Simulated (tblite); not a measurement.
# C4H7BF2Si: the cost of one run

Programs: tblite 0.8.0 and PySCF 2.14.0, with density-fitted response routines of our own. Each step states its level of theory. These are calculated values for one molecule in the gas phase, unless marked as measured. Atoms are numbered from 0 throughout.

### Step 1. The starting structure

15 atoms, charge 0, multiplicity 1; geometry from: force field or distance geometry start.

Bonds of the start (Å): C0–C1 1.49, C1–C2 1.33, C2–C3 1.49, C3–Si4 1.86, Si4–F5 1.68, Si4–B6 1.95, B6–F7 1.44, C3–C1 1.50, C0–H8 1.10, C0–H9 1.13, C0–H10 1.11, C2–H11 1.09, C3–H12 1.09, Si4–H13 1.48, B6–H14 1.18.

### Step 2. Relaxing the molecule with GFN2-xTB

What the job is given:

```
{"job": {"kind": "relax", "xc": "GFN2-xTB", "basis": "xTB"}, "charge": 0, "multiplicity": 1}
C     -2.234400     0.538700    -0.427800
C     -1.192500    -0.524300    -0.470100
C     -0.759000    -1.778900    -0.415700
C      0.289900    -0.731000    -0.601300
Si     1.255300    -0.168500     0.890600
F      0.200700     0.349100     2.089900
B      2.422300     1.316400     0.404800
F      3.495700     1.027000    -0.516100
H     -1.766100     1.531000    -0.337900
H     -2.840400     0.450700    -1.372900
H     -2.944000     0.292500     0.394300
H     -1.018700    -2.833900    -0.322800
H      0.751900    -0.580200    -1.573100
H      2.061600    -1.292500     1.420000
H      2.273400     2.412000     0.816100
```

The run is started by

```sh
OMP_NUM_THREADS=1 python probes_run.py task.json out
```

One launch serves the whole session: the jobs run in the order shown.

**Question.** How long does this first job take on 1 thread of Intel Xeon at 2.50GHz, shared host?

About 2.2 s.
